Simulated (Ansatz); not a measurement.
# Cl₂H₂Se₂Ti: geometry and vibrations

What shape does Cl₂H₂Se₂Ti take? The plan is to relax it, then compute its harmonic vibrations to see whether it is a minimum and to get the zero-point energy and entropy, and look at its orbitals and charge.

Computed with Ansatz 0.2.0, Gaussian basis. Level: RKS PBE0-D4/def2-TZVP.

Plan: relaxation at PBE-D4/def2-SVP; relaxation at PBE0-D4/def2-TZVP; harmonic vibrations at the same level; a single point in def2-TZVPP for the fields.

## 1. The system as given

7 atoms, charge 0, spin multiplicity 1.

Atoms are counted from 1 here; the program's logs count them from 0.

Bond lengths: Cl1–Ti2 2.345 Å, Ti2–Cl3 2.305 Å, Ti2–Se4 2.498 Å, Ti2–Se5 2.555 Å, Se4–H6 1.550 Å, Se5–H7 1.549 Å. Angles: Cl1–Ti2–Cl3 108.0°, Cl1–Ti2–Se4 112.3°, Cl1–Ti2–Se5 109.4°, Cl3–Ti2–Se4 108.4°, Cl3–Ti2–Se5 109.7°, Se4–Ti2–Se5 109.0°, Ti2–Se4–H6 92.3°, Ti2–Se5–H7 90.0°.

Coordinates:

```mol
Cl2H2Se2Ti
  3D, bonds by distance, orders not assigned

  7  6  0  0  0  0  0  0  0  0999 V2000
   -0.8616   -2.7437   -0.3003 Cl  0  0
    0.1675   -0.7157    0.2706 Ti  0  0
    1.8382   -1.1693    1.7922 Cl  0  0
   -1.4293    0.8994    1.3106 Se  0  0
    1.1733    0.3435   -1.8258 Se  0  0
   -1.7415    1.5647   -0.0539 H   0  0
    0.9146    1.7532   -1.2391 H   0  0
  1  2  8  0
  2  3  8  0
  2  4  8  0
  2  5  8  0
  4  6  8  0
  5  7  8  0
M  END
```

The start is a force-field geometry with small random shifts, so a cheaper pass at PBE-D4/def2-SVP comes first.

## 2. Geometry optimisation, PBE-D4/def2-SVP (cheap first pass)

in.yaml

```yaml
crystal:
  periodic: [false, false, false]
  atoms:
    - {symbol: Cl, position_ang: [-0.861600, -2.743700, -0.300300]}
    - {symbol: Ti, position_ang: [0.167500, -0.715700, 0.270600]}
    - {symbol: Cl, position_ang: [1.838200, -1.169300, 1.792200]}
    - {symbol: Se, position_ang: [-1.429300, 0.899400, 1.310600]}
    - {symbol: Se, position_ang: [1.173300, 0.343500, -1.825800]}
    - {symbol: H, position_ang: [-1.741500, 1.564700, -0.053900]}
    - {symbol: H, position_ang: [0.914600, 1.753200, -1.239100]}
basis:
  gaussian: {orbitals: def2-SVP}
hamiltonian: {xc: pbe, dispersion: d4}
relax: {f_tol: 0.03, max_steps: 200}
```

Run with:

```bash
ansatz run in.yaml --threads 4 --pin off --events-out ev --progress --plain --max-ram 11315MiB
```

Output:

```text
Functional definition: PBE
  name "PBE"
  cite "Perdew, Burke & Ernzerhof, Phys. Rev. Lett. 77, 3865 (1996) doi:10.1103/PhysRevLett.77.3865"
  parent pbe
  parameter kappa = 0.804
  parameter beta = 0.06672455060314922
  exchange = pbe_x(kappa = kappa, mu = beta*pi^2/3)
  correlation = pbe_c(beta = beta)
1578 factors; their error is unknown
mean field evaluation 1: about -178835.0152 eV, gradient 1.8e1 eV
mean field evaluation 2: about -178833.0960 eV, gradient 2.9e1 eV
mean field evaluation 4: about -178832.2613 eV, gradient 3.9e1 eV
mean field evaluation 8: about -178835.5283 eV, gradient 5.9e-5 eV
mean field -178835.52832085 eV, -6572.0844467166 hartree, gradient 1.5e-5 eV, S^2 0.000000; 0 other end points of the search recorded, 0 dependent functions left out
the calculation of the forces begins
reference -178835.52840955 eV, -6572.0844499761 hartree; 63, 63 occupied and 78, 78 virtual orbitals, 1578 factors
relax step   1: F+E_penalty+E_count = -178835.82384611 eV  Δ(F+E_penalty+E_count) = +0.000e0 eV  max|allowed force component| = 1.665e0 eV/Å  Δτ_max = 0.0000 Å  (48 SCF iters, accepted)
these checks for a lower state are left out or cut short: starts, cluster_reference, orbital_swaps, neighbouring_geometries, increment
1578 factors; their error is unknown
mean field evaluation 16: about -178835.9634 eV, gradient 2.6e-3 eV
mean field -178835.96343654 eV, -6572.1004369229 hartree, gradient 1.5e-5 eV, S^2 0.000000; 0 other end points of the search recorded, 0 dependent functions left out
the calculation of the forces begins
reference -178835.96352497 eV, -6572.1004401729 hartree; 63, 63 occupied and 78, 78 virtual orbitals, 1578 factors
relax step   2: F+E_penalty+E_count = -178836.28827861 eV  Δ(F+E_penalty+E_count) = -4.644e-1 eV  max|allowed force component| = 8.375e-1 eV/Å  Δτ_max = 0.1946 Å  (33 SCF iters, accepted)
these checks for a lower state are left out or cut short: starts, cluster_reference, orbital_swaps, neighbouring_geometries, increment
1578 factors; their error is unknown
mean field -178836.03178137 eV, -6572.1029485491 hartree, gradient 1.3e-5 eV, S^2 0.000000; 0 other end points of the search recorded, 0 dependent functions left out
the calculation of the forces begins
reference -178836.03186992 eV, -6572.1029518032 hartree; 63, 63 occupied and 78, 78 virtual orbitals, 1578 factors
relax step   3: F+E_penalty+E_count = -178836.35440209 eV  Δ(F+E_penalty+E_count) = -6.612e-2 eV  max|allowed force component| = 1.933e-1 eV/Å  Δτ_max = 0.0898 Å  (34 SCF iters, accepted)
these checks for a lower state are left out or cut short: starts, cluster_reference, orbital_swaps, neighbouring_geometries, increment
1578 factors; their error is unknown
mean field evaluation 32: about -178836.0594 eV, gradient 1.3e-5 eV
mean field -178836.05941129 eV, -6572.1039639299 hartree, gradient 1.3e-5 eV, S^2 0.000000; 0 other end points of the search recorded, 0 dependent functions left out
the calculation of the forces begins
reference -178836.05949966 eV, -6572.1039671777 hartree; 63, 63 occupied and 78, 78 virtual orbitals, 1578 factors
relax step   4: F+E_penalty+E_count = -178836.38151004 eV  Δ(F+E_penalty+E_count) = -2.711e-2 eV  max|allowed force component| = 2.109e-1 eV/Å  Δτ_max = 0.1174 Å  (32 SCF iters, accepted)
these checks for a lower state are left out or cut short: starts, cluster_reference, orbital_swaps, neighbouring_geometries, increment
1578 factors; their error is unknown
mean field -178836.07106488 eV, -6572.1043921916 hartree, gradient 2.5e-5 eV, S^2 0.000000; 0 other end points of the search recorded, 0 dependent functions left out
the calculation of the forces begins
reference -178836.07115301 eV, -6572.1043954304 hartree; 63, 63 occupied and 78, 78 virtual orbitals, 1578 factors
relax step   5: F+E_penalty+E_count = -178836.39443482 eV  Δ(F+E_penalty+E_count) = -1.292e-2 eV  max|allowed force component| = 5.545e-1 eV/Å  Δτ_max = 0.1968 Å  (38 SCF iters, accepted)
these checks for a lower state are left out or cut short: starts, cluster_reference, orbital_swaps, neighbouring_geometries, increment
1578 factors; their error is unknown
mean field -178836.09548141 eV, -6572.1052894824 hartree, gradient 9.7e-6 eV, S^2 0.000000; 0 other end points of the search recorded, 0 dependent functions left out
the calculation of the forces begins
reference -178836.09556965 eV, -6572.1052927251 hartree; 63, 63 occupied and 78, 78 virtual orbitals, 1578 factors
relax step   6: F+E_penalty+E_count = -178836.41857342 eV  Δ(F+E_penalty+E_count) = -2.414e-2 eV  max|allowed force component| = 1.398e-1 eV/Å  Δτ_max = 0.1055 Å  (32 SCF iters, accepted)
these checks for a lower state are left out or cut short: starts, cluster_reference, orbital_swaps, neighbouring_geometries, increment
1578 factors; their error is unknown
mean field -178836.10078926 eV, -6572.1054845424 hartree, gradient 1.7e-5 eV, S^2 0.000000; 0 other end points of the search recorded, 0 dependent functions left out
the calculation of the forces begins
reference -178836.10087741 eV, -6572.1054877817 hartree; 63, 63 occupied and 78, 78 virtual orbitals, 1578 factors
relax step   7: F+E_penalty+E_count = -178836.42344109 eV  Δ(F+E_penalty+E_count) = -4.868e-3 eV  max|allowed force component| = 2.801e-2 eV/Å  Δτ_max = 0.0596 Å  (32 SCF iters, accepted)
these checks for a lower state are left out or cut short: starts, cluster_reference, orbital_swaps, neighbouring_geometries, increment
1578 factors; their error is unknown
mean field -178836.10152533 eV, -6572.1055115926 hartree, gradient 1.4e-5 eV, S^2 0.000000; 0 other end points of the search recorded, 0 dependent functions left out
the calculation of the forces begins
reference -178836.10161342 eV, -6572.1055148296 hartree; 63, 63 occupied and 78, 78 virtual orbitals, 1578 factors
relax step   8: F+E_penalty+E_count = -178836.42454529 eV  Δ(F+E_penalty+E_count) = -1.104e-3 eV  max|allowed force component| = 1.183e-2 eV/Å  Δτ_max = 0.0475 Å  (32 SCF iters, accepted)
1578 factors; their error is unknown
mean field evaluation 64: about -178834.0208 eV, gradient 3.2e1 eV
mean field -178836.10152533 eV, -6572.1055115926 hartree, gradient 1.4e-5 eV, S^2 0.000000; 1 other end points of the search recorded, 0 dependent functions left out
the calculation of the forces begins
reference -178836.10161342 eV, -6572.1055148296 hartree; 63, 63 occupied and 78, 78 virtual orbitals, 1578 factors
Total energy: -178836.42463338 eV, -6572.1173855941 hartree
Atom 0 at    -0.913616    -2.406428    -0.405590 Å, force     0.004427     0.007620     0.007508 eV/Å
Atom 1 at     0.164183    -0.624095     0.234280 Å, force    -0.002379    -0.004904    -0.004056 eV/Å
Atom 2 at     1.763283    -0.913630     1.685442 Å, force    -0.003044    -0.001462    -0.006980 eV/Å
Atom 3 at    -1.276455     0.997626     1.292350 Å, force    -0.009548    -0.001778    -0.010703 eV/Å
Atom 4 at     0.954859     0.333682    -1.835302 Å, force     0.006299     0.008219     0.010998 eV/Å
Atom 5 at    -2.060766     1.041526     0.024794 Å, force     0.003262    -0.000656     0.011826 eV/Å
Atom 6 at     1.429712     1.503418    -1.041675 Å, force     0.000983    -0.007038    -0.008594 eV/Å
Dipole moment:    -0.052285     0.206373    -0.080648 e Å
```

Wall time 26 s (4 threads of Arm Neoverse V1, shared host).

Step by step:

| step | energy from step 1 (eV) | largest force component (eV/Å) |
| --- | --- | --- |
| 1 | 0.0000 | 1.6651 |
| 2 | -0.4644 | 0.8375 |
| 3 | -0.5306 | 0.1933 |
| 4 | -0.5577 | 0.2109 |
| 5 | -0.5706 | 0.5545 |
| 6 | -0.5947 | 0.1398 |
| 7 | -0.5996 | 0.0280 |
| 8 | -0.6007 | 0.0118 |

The force was under the threshold of 0.03 eV/Å already at step 7, but the program went on to step 8.

Close pairs (by a distance rule), those that changed most:

| bond | before (Å) | after (Å) | change (Å) |
| --- | --- | --- | --- |
| Cl1–Ti2 | 2.345 | 2.179 | -0.166 |
| Ti2–Se5 | 2.555 | 2.414 | -0.141 |
| Ti2–Cl3 | 2.305 | 2.179 | -0.126 |
| Ti2–Se4 | 2.498 | 2.413 | -0.084 |
| Se4–H6 | 1.550 | 1.491 | -0.059 |
| Se5–H7 | 1.549 | 1.491 | -0.057 |

## 3. Relaxation at PBE0-D4/def2-TZVP

in.yaml

```yaml
crystal:
  periodic: [false, false, false]
  atoms:
    - {symbol: Cl, position_ang: [-0.913616, -2.406428, -0.405590]}
    - {symbol: Ti, position_ang: [0.164183, -0.624095, 0.234280]}
    - {symbol: Cl, position_ang: [1.763283, -0.913630, 1.685442]}
    - {symbol: Se, position_ang: [-1.276455, 0.997626, 1.292350]}
    - {symbol: Se, position_ang: [0.954859, 0.333682, -1.835302]}
    - {symbol: H, position_ang: [-2.060766, 1.041526, 0.024794]}
    - {symbol: H, position_ang: [1.429712, 1.503418, -1.041675]}
basis:
  gaussian: {orbitals: def2-TZVP}
hamiltonian: {xc: pbe0, dispersion: d4}
relax: {f_tol: 0.005, max_steps: 150}
```

The command is unchanged.

Output, shortened:

```text
Functional definition: PBE0
  name "PBE0"
  cite "Adamo & Barone, J. Chem. Phys. 110, 6158 (1999) doi:10.1063/1.478522"
  cite "Perdew, Burke & Ernzerhof, Phys. Rev. Lett. 77, 3865 (1996) doi:10.1103/PhysRevLett.77.3865"
  parent pbe
[...]
1914 factors; their error is unknown
[...]
mean field -178869.91806029 eV, -6573.3482463306 hartree, gradient 5.3e-5 eV, S^2 0.000000; 0 other end points of the search recorded, 0 dependent functions left out
[...]
reference -178869.91809426 eV, -6573.3482475788 hartree; 63, 63 occupied and 164, 164 virtual orbitals, 1914 factors
relax step   1: F+E_penalty+E_count = -178870.20251430 eV  Δ(F+E_penalty+E_count) = +0.000e0 eV  max|allowed force component| = 3.841e-1 eV/Å  Δτ_max = 0.0000 Å  (31 SCF iters, accepted)
[...]
reference -178869.92919110 eV, -6573.3486553802 hartree; 63, 63 occupied and 164, 164 virtual orbitals, 1914 factors
Total energy: -178870.21446910 eV, -6573.3591391534 hartree
Atom 0 at    -0.899359    -2.395076    -0.403764 Å, force    -0.000370    -0.000398    -0.000949 eV/Å
Atom 1 at     0.160243    -0.610394     0.228786 Å, force    -0.000523     0.001779    -0.000977 eV/Å
Atom 2 at     1.745567    -0.912976     1.679017 Å, force     0.000395     0.000612     0.000953 eV/Å
Atom 3 at    -1.285675     0.983379     1.288865 Å, force    -0.000062     0.000699    -0.000762 eV/Å
Atom 4 at     0.967657     0.331194    -1.824552 Å, force    -0.000596     0.000927     0.000310 eV/Å
Atom 5 at    -2.094548     1.040082     0.058064 Å, force     0.001059    -0.001525     0.001144 eV/Å
Atom 6 at     1.467315     1.495890    -1.072117 Å, force     0.000097    -0.002093     0.000281 eV/Å
Dipole moment:    -0.056047     0.221757    -0.086833 e Å
```

It took 71 s on 4 threads of Arm Neoverse V1, shared host; peak memory 1.1 GiB.

Step by step:

| step | energy from step 1 (eV) | largest force component (eV/Å) |
| --- | --- | --- |
| 1 | 0.0000 | 0.3841 |
| 2 | -0.0107 | 0.0742 |
| 3 | -0.0118 | 0.0131 |
| 4 | -0.0119 | 0.0045 |
| 5 | -0.0119 | 0.0021 |

The force was under the threshold of 0.005 eV/Å already at step 4, but the program went on to step 5.

Distances of close pairs at the start and the end, largest changes first:

| bond | before (Å) | after (Å) | change (Å) |
| --- | --- | --- | --- |
| Se4–H6 | 1.491 | 1.474 | -0.017 |
| Se5–H7 | 1.491 | 1.474 | -0.017 |
| Ti2–Se5 | 2.414 | 2.399 | -0.015 |
| Ti2–Se4 | 2.413 | 2.399 | -0.015 |
| Cl1–Ti2 | 2.179 | 2.170 | -0.009 |
| Ti2–Cl3 | 2.179 | 2.170 | -0.009 |

Mulliken charges of the relaxed molecule (report file):

| atom | value (e) |
| --- | --- |
| Cl1 | -0.29 |
| Ti2 | 0.87 |
| Cl3 | -0.29 |
| Se4 | -0.31 |
| Se5 | -0.31 |
| H6 | 0.16 |
| H7 | 0.16 |

## 4. Harmonic vibrations

in.yaml

```yaml
crystal:
  periodic: [false, false, false]
  atoms:
    - {symbol: Cl, position_ang: [-0.899359, -2.395076, -0.403764]}
    - {symbol: Ti, position_ang: [0.160243, -0.610394, 0.228786]}
    - {symbol: Cl, position_ang: [1.745567, -0.912976, 1.679017]}
    - {symbol: Se, position_ang: [-1.285675, 0.983379, 1.288865]}
    - {symbol: Se, position_ang: [0.967657, 0.331194, -1.824552]}
    - {symbol: H, position_ang: [-2.094548, 1.040082, 0.058064]}
    - {symbol: H, position_ang: [1.467315, 1.495890, -1.072117]}
basis:
  gaussian: {orbitals: def2-TZVP}
hamiltonian: {xc: pbe0, dispersion: d4}
phonons: {temperatures: {t_min: 298.15, t_max: 900, t_step: 200}}
```

Launched as before.

Output, shortened:

```text
Functional definition: PBE0
  name "PBE0"
  cite "Adamo & Barone, J. Chem. Phys. 110, 6158 (1999) doi:10.1063/1.478522"
  cite "Perdew, Burke & Ernzerhof, Phys. Rev. Lett. 77, 3865 (1996) doi:10.1103/PhysRevLett.77.3865"
  parent pbe
[...]
1914 factors; their error is unknown
[...]
mean field -178869.92915367 eV, -6573.3486540047 hartree, gradient 4.0e-5 eV, S^2 0.000000; 0 other end points of the search recorded, 0 dependent functions left out
[...]
reference -178869.92918758 eV, -6573.3486552512 hartree; 63, 63 occupied and 164, 164 virtual orbitals, 1914 factors
[...]
1914 factors; their error is unknown
mean field -178869.92910442 eV, -6573.3486521951 hartree, gradient 2.2e-6 eV, S^2 0.000000; 0 other end points of the search recorded, 0 dependent functions left out
[...]
Total energy: -178870.21446558 eV, -6573.3591390239 hartree
Atom 0 at    -0.899359    -2.395076    -0.403764 Å, force    -0.000366    -0.000396    -0.000966 eV/Å
Atom 1 at     0.160243    -0.610394     0.228786 Å, force    -0.000524     0.001829    -0.000979 eV/Å
Atom 2 at     1.745567    -0.912976     1.679017 Å, force     0.000380     0.000618     0.000955 eV/Å
Atom 3 at    -1.285675     0.983379     1.288865 Å, force    -0.000037     0.000646    -0.000740 eV/Å
Atom 4 at     0.967657     0.331194    -1.824552 Å, force    -0.000597     0.000856     0.000328 eV/Å
Atom 5 at    -2.094548     1.040082     0.058064 Å, force     0.001027    -0.001501     0.001141 eV/Å
Atom 6 at     1.467315     1.495890    -1.072117 Å, force     0.000118    -0.002052     0.000261 eV/Å
Dipole moment:    -0.056047     0.221756    -0.086834 e Å
Vibrations: 75.97 83.53 91.15 101.22 101.82 146.14 224.92 274.17 345.35 424.56 430.15 457.01 524.23 2417.97 2418.46 cm⁻¹, zero-point energy 0.503168 eV
```

Run time: 6.3 min. Hardware: 4 threads of Arm Neoverse V1, shared host; peak memory 1.1 GiB.

Motions are named by where the mode's potential energy lies. The modes, unscaled (a negative number is an imaginary wavenumber):

| mode | cm⁻¹ | motion |
| --- | --- | --- |
| 1 | 76 | bend |
| 2 | 84 | bend |
| 3 | 91 | bend with torsion |
| 4 | 101 | bend with torsion |
| 5 | 102 | bend with torsion |
| 6 | 146 | torsion |
| 7 | 225 | torsion |
| 8 | 274 | Ti–Se stretch |
| 9 | 345 | Ti–Se stretch |
| 10 | 425 | bend |
| 11 | 430 | bend |
| 12 | 457 | Ti–Cl stretch |
| 13 | 524 | Ti–Cl stretch |
| 14 | 2418 | Se–H stretch |
| 15 | 2418 | Se–H stretch |

From these modes and the moments of inertia (298.15 K, 1 bar, symmetry number 2):

| term | value |
| --- | --- |
| zero-point energy | 48.5 kJ/mol |
| H(298) − E | 76.3 kJ/mol |
| entropy, translation | 179.1 J/(mol K) |
| entropy, rotation | 125.7 J/(mol K) |
| entropy, vibration | 120.5 J/(mol K) |
| entropy, total | 425.2 J/(mol K) |

## 5. A single point for the fields

in.yaml, as its differences from that of step 4:

```diff
@@ -11,4 +11,4 @@
 basis:
-  gaussian: {orbitals: def2-TZVP}
+  gaussian: {orbitals: def2-TZVPP}
 hamiltonian: {xc: pbe0, dispersion: d4}
-phonons: {temperatures: {t_min: 298.15, t_max: 900, t_step: 200}}
+output: {orbitals: {seedname: orbitals}}
```

The command is unchanged.

Output:

```text
Functional definition: PBE0
  name "PBE0"
  cite "Adamo & Barone, J. Chem. Phys. 110, 6158 (1999) doi:10.1063/1.478522"
  cite "Perdew, Burke & Ernzerhof, Phys. Rev. Lett. 77, 3865 (1996) doi:10.1103/PhysRevLett.77.3865"
  parent pbe
  parameter a = 0.25
  parameter kappa = 0.804
  parameter beta = 0.06672455060314922
  exchange = (1 - a)*pbe_x(kappa = kappa, mu = beta*pi^2/3) + a*exact_x
  correlation = pbe_c(beta = beta)
2104 factors; their error is unknown
mean field evaluation 1: about -178868.1118 eV, gradient 2.0e1 eV
mean field evaluation 2: about -178867.5245 eV, gradient 2.6e1 eV
mean field evaluation 4: about -178868.9914 eV, gradient 4.0e0 eV
mean field evaluation 8: about -178869.0226 eV, gradient 8.6e-2 eV
mean field evaluation 16: about -178870.0374 eV, gradient 2.2e-4 eV
mean field -178870.03738805 eV, -6573.3526315448 hartree, gradient 4.6e-5 eV, S^2 0.000000; 0 other end points of the search recorded, 0 dependent functions left out
reference -178870.03742265 eV, -6573.3526328163 hartree; 63, 63 occupied and 209, 209 virtual orbitals, 2104 factors
Total energy: -178870.32270064 eV, -6573.3631165891 hartree
```

Run time: 12 s. Hardware: 4 threads of Arm Neoverse V1, shared host; peak memory 1.5 GiB.

Orbitals, density, ELF and potential are computed afterwards from the orbital file.

Frontier orbitals at PBE0-D4/def2-TZVPP, with the share of their density that lies nearest to each atom:

| orbital | energy (eV) | lies on |
| --- | --- | --- |
| HOMO | -7.43 | Se4, Se5 about 40 % each |
| LUMO | -3.44 | Ti2 77 %; Cl1, Cl3 about 7 % each |

ELF in a plane through or near 3 of the atoms.

Ten even steps from ' ' (0.00) to '@' (0.99):
```
                                                        
                                                        
                                                        
                                                        
                ..::::....    ..::::::..                
                ..::--::..    ..::--::..                
                  ......  ..    ........                
                      ..++####**..                      
          ..::--::::  ==##==**##==..::----::..          
      ..::--==++**++::::######**::::++**++==--::..      
      ..::--++++++**++--........--++++++++++--::..      
      ..::==**####**++==--....--++++######**==::..      
      ..::++@@@@@@@@**==--....--==**@@@@@@%%++::..      
        ::**@@@@@@@@**==..    ..--##@@@@@@@@**::        
        ..==%%@@@@%%++::        ::++%%@@@@%%==..        
          ..==++++==::            ::==++++==..          
                                                        
                                                        
                                                        
                                                        
```
The map spans 8.9 Å across and 8.8 Å up, centred on the molecule. Atoms in the plane (x, y in Å): Ti2 (0.0, 0.7), H6 (1.9, -1.4), H7 (-1.9, -1.4).

log10 of the density (e/Å³) in the same plane.

Values, 10 rows by 14 columns:
```
-4.0 -4.0 -4.0 -4.0 -4.0 -3.8 -3.8 -3.8 -3.8 -4.0 -4.0 -4.0 -4.0 -4.0
-4.0 -4.0 -4.0 -3.4 -2.9 -2.5 -2.4 -2.5 -2.5 -2.7 -3.1 -3.9 -4.0 -4.0
-4.0 -4.0 -3.4 -2.5 -1.9 -1.4 -1.4 -1.4 -1.4 -1.7 -2.2 -3.0 -3.8 -4.0
-4.0 -3.5 -2.9 -2.1 -1.5 -1.0 -0.6 -0.5 -0.9 -1.3 -1.8 -2.5 -3.2 -4.0
-3.7 -2.8 -2.2 -1.5 -1.1 -0.6  0.7  1.7  0.1 -1.0 -1.3 -1.9 -2.5 -3.4
-3.4 -2.4 -1.6 -0.8 -0.5 -0.5 -0.5 -0.4 -0.5 -0.4 -0.6 -1.3 -2.0 -2.9
-3.4 -2.4 -1.5 -0.4  0.1 -0.5 -0.9 -1.1 -0.7 -0.1 -0.1 -1.1 -2.0 -3.0
-3.8 -2.8 -2.0 -1.1 -0.7 -1.1 -1.6 -1.8 -1.4 -0.8 -0.8 -1.6 -2.4 -3.4
-4.0 -3.8 -3.2 -2.6 -2.4 -2.6 -2.8 -2.9 -2.7 -2.4 -2.5 -2.9 -3.5 -4.0
-4.0 -4.0 -4.0 -4.0 -3.8 -3.9 -4.0 -4.0 -4.0 -3.8 -3.9 -4.0 -4.0 -4.0
```
The map spans 8.9 Å across and 8.8 Å up, centred on the molecule. Atoms in the plane (x, y in Å): Ti2 (0.0, 0.7), H6 (1.9, -1.4), H7 (-1.9, -1.4).

On the surface of density 0.002 e/bohr³ the electrostatic potential runs, from the 1st to the 99th percentile, from -0.22 V near Se5 to 1.43 V near H7.

## 6. Summary of results

| quantity | value |
| --- | --- |
| point group | C2 |
| steps | 8 + 5 |
| shift from the start (rms) | 0.399 Å |
| total energy | -178870.2145 eV |
| dispersion term | -285 meV |
| dipole moment | 1.18 D |
| lowest, highest wavenumber | 76, 2418 cm⁻¹ |
| zero-point energy | 48.5 kJ/mol |
| entropy at 298.15 K | 425.2 J/(mol K) |
| HOMO, LUMO | -7.43, -3.44 eV |

The relaxed geometry lies 0.40 Å (rms) from the start; the bond that changed most is Cl1–Ti2, from 2.345 to 2.170 Å. No mode is imaginary: a true minimum at this level. The stiffest mode, 2418 cm⁻¹, is an Se–H stretch, and 6 modes under 200 cm⁻¹ make the vibrational entropy uncertain. Harmonic hybrid wavenumbers usually lie a few per cent above measured fundamentals. The largest Mulliken charge, +0.87 e, sits on Ti2. The HOMO lies mostly on Se4, Se5 about 40 % each and the LUMO on Ti2 77 %; Cl1, Cl3 about 7 % each.
